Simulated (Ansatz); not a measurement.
Hg, space group P6/mmm, a test of the smearing width

Computed with Ansatz 0.2.0 through its Python package.

The script, `run_smear.py`:
```python
"""How the energy of Hg depends on the smearing."""

from dataclasses import dataclass

import ansatz as az
import matplotlib.pyplot as plt


@dataclass(frozen=True)
class Settings:
    xc: str = "r2SCAN"
    vdw: str = "D4"
    kmesh: tuple[int, ...] = (6, 6, 9)


settings = Settings()

lattice = az.Lattice.of(
    (5.466696, 0.0, 0.0),
    (-2.733348, 4.734298, 0.0),
    (0.0, 0.0, 3.185218),
)
sites = [
    ("Hg", (1 / 3, 2 / 3, 0.5)),
    ("Hg", (2 / 3, 1 / 3, 0.5)),
    ("Hg", (0.0, 0.0, 0.0)),
]
system = az.Crystal(lattice=lattice)
for symbol, position in sites:
    system = system.atom(symbol, position)

model = (
    system.calculation()
    .functional(settings.xc, dispersion=settings.vdw)
    .kpoints(*settings.kmesh)
    .stress()
)

rows = []
for value in [0.5, 0.3, 0.2, 0.1]:
    rep = model.occupations("gaussian", width=value).run(threads=1).report
    rows.append((value, rep["free_energy_ev"] / len(rep["lattice"]["sites"]), rep["n_iterations"], sum(rep["stress_gpa"][i][i] for i in range(3)) / 3, rep["n_kpoints"]))

print("  width (eV)   F/atom (eV)    iterations       P (GPa)      k-points")
for row in rows:
    print(f"{str(row[0]):>12s}  {row[1]:12.5f}  {row[2]:12d}  {row[3]:12.3f}  {row[4]:12d}")

# differences from the last row
for row in rows[:-1]:
    shift = 1000 * (row[1] - rows[-1][1])
    print(f"{row[0]}: {shift:+.2f} meV/atom" + ("  (within 1 meV)" if abs(shift) < 1 else ""))
plt.figure(figsize=(4.5, 3))
plt.plot([str(row[0]) for row in rows], [1000 * (row[1] - rows[-1][1]) for row in rows], "o-")
plt.xlabel("width (eV)")
plt.ylabel("F - F(last) (meV/atom)")
plt.tight_layout()
plt.savefig("smear.png", dpi=100)
```

```console
$ python run_smear.py
DeckWarning: basis.ecutwfc = 500 eV, auto-derived from the records' recommended cutoffs: set by Hg (their level for a meta-GGA)
  width (eV)   F/atom (eV)    iterations       P (GPa)      k-points
         0.5  -13827.97263             7        -1.173            35
         0.3  -13827.96718             7        -1.116            35
         0.2  -13827.96552             7        -1.108            35
         0.1  -13827.96412             7        -1.081            35
0.5: -8.51 meV/atom
0.3: -3.06 meV/atom
0.2: -1.40 meV/atom
```
(Warnings from the package without file and line.)

Going from 0.1 to 0.5 eV changes F by -8.5 meV an atom. With this scheme F falls roughly as the square of the width; the report's estimate for zero width (energy_sigma0_ev) moves by only +0.3 meV. The pressure moves from -1.08 to -1.17 GPa.

What to keep in mind:
- Dispersion corrections can be off by several per cent in the lattices of metals, and by several GPa in the pressure at a fixed cell.
- The mesh is modest for a metal, so energies can be off by several to tens of meV an atom and pressures by half a GPa or more; differences at equal mesh fare better.
- The free energy holds a sizeable smearing term, which stands for no physical temperature.
- The narrowest width needs the finest mesh, so the last row is no converged reference.
- Pressure is positive in compression.
- Spin-orbit coupling, which matters for elements this heavy, is left out.
- This isn't the structure that Hg takes at ambient conditions.
- Run time: 28 s on 1 thread of Intel(R) Xeon(R) Processor @ 2.30GHz, with other jobs on the host, peak memory 0.77 GiB.
